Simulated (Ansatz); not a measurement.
# RuH₂+ (sextet): wave-function methods side by side, def2-SVP

How much of the correlation energy of RuH₂+ (sextet) does each wave-function method recover here?

Computed with Ansatz 0.2.0, Gaussian basis. Level: def2-SVP, core rule «outside noble gas», up to 4 orbitals frozen.

Plan: UHF; CCSD(T) on ROHF; CCSD(T) on UHF; CISD; CCSDT(Q) on ROHF; CCSDT(Q) on UHF; CCSDTQ on ROHF; CASSCF and MRCISD+Q, 9 electrons in 8 orbitals; CASSCF and NEVPT2, 9 electrons in 8 orbitals.

5 further runs of the same task are left out: 5 set aside as unsound or not needed.

## (1) The system

The geometry is a PBE0/def2-TZVP stationary point (not a proven minimum) of the parent state, kept for this charge and spin. No spin-orbit coupling is included. Elements past krypton take def2 core potentials.

3 atoms, charge 1, spin multiplicity 6.

Atoms are counted from 1 here; the program's logs count them from 0.

Bond lengths: Ru1–H2 1.687 Å, Ru1–H3 1.687 Å. Angles: H2–Ru1–H3 140.7°.

Coordinates:

```xyz
3

Ru    0.0000   -0.0111    0.0000
H     0.0000    0.5565   -1.5882
H     0.0000    0.5565    1.5882
```

## (2) UHF

Input file in.yaml:

```yaml
crystal:
  periodic: [false, false, false]
  atoms:
    - {symbol: Ru, position_ang: [0.000000, -0.011100, 0.000000]}
    - {symbol: H, position_ang: [0.000000, 0.556518, -1.588153]}
    - {symbol: H, position_ang: [0.000000, 0.556518, 1.588153]}
basis:
  gaussian: {orbitals: def2-SVP}
total_charge: 1
magnetization: {spin_polarized: true, initial_magnetization: 5}
hamiltonian: {xc: hf}
output: {orbitals: {seedname: orbitals}}
```

Run with:

```console
$ ansatz run in.yaml --threads 1 --pin off --events-out ev --progress --plain --max-ram 4096MiB --backend cpu
```

Further steps of the session: CCSD(T) on ROHF; CCSD(T) on UHF; CISD; CCSDT(Q) on ROHF; CCSDT(Q) on UHF; CCSDTQ on ROHF; CASSCF and MRCISD+Q, 9 electrons in 8 orbitals; CASSCF and NEVPT2, 9 electrons in 8 orbitals.

Q: Predict the results of all the runs planned. Wanted: RCCSDTQ from the RHF energy; RMP2 from RCCSDTQ; UMP2 from RCCSDTQ; RCCSD from RCCSDTQ; RCCSD(T) from RCCSDTQ; UCCSD(T) from RCCSDTQ; RCCSDT(Q) from RCCSDTQ; UCCSDT(Q) from RCCSDTQ; NEVPT2 valence from RCCSDTQ.

**Answer**, as computed:

| quantity | value |
| --- | --- |
| RCCSDTQ from the ROHF energy | -4.4652 eV |
| RMP2 from RCCSDTQ | +14.84 kcal/mol |
| UMP2 from RCCSDTQ | +14.18 kcal/mol |
| RCCSD from RCCSDTQ | +2.66 kcal/mol |
| RCCSD(T) from RCCSDTQ | +0.49 kcal/mol |
| UCCSD(T) from RCCSDTQ | -0.55 kcal/mol |
| RCCSDT(Q) from RCCSDTQ | +0.01 kcal/mol |
| UCCSDT(Q) from RCCSDTQ | -1.03 kcal/mol |
| NEVPT2 valence from RCCSDTQ | +15.45 kcal/mol |
| MRCISD+Q valence from RCCSDTQ | +0.43 kcal/mol |
| levels within 1 kcal/mol (43 meV) | RCCSD(T), UCCSD(T), RCCSDT, UCCSDT, RCCSDT(Q), MRCISD+Q valence |
| T1 diagnostic | 0.024 |
| effectively unpaired electrons | 5.02 |

In words: RCCSD(T) misses by +0.49 kcal/mol, 0.5 % of the correlation energy. CCSD(T) misses by +0.49 kcal/mol on the restricted determinant and by -0.55 kcal/mol on the unrestricted one; the two need not hold the same state or core. One determinant dominates. Of the multireference levels listed MRCISD+Q valence comes nearest in total energy (+0.43 kcal/mol), which doesn't show that its space is the better one. These misses are within one basis, not against nature; the frozen cores of restricted and unrestricted runs differ, which can shift their rows.

With open shells the CI space here admits some triples and quadruples, so it is larger than plain CISD.
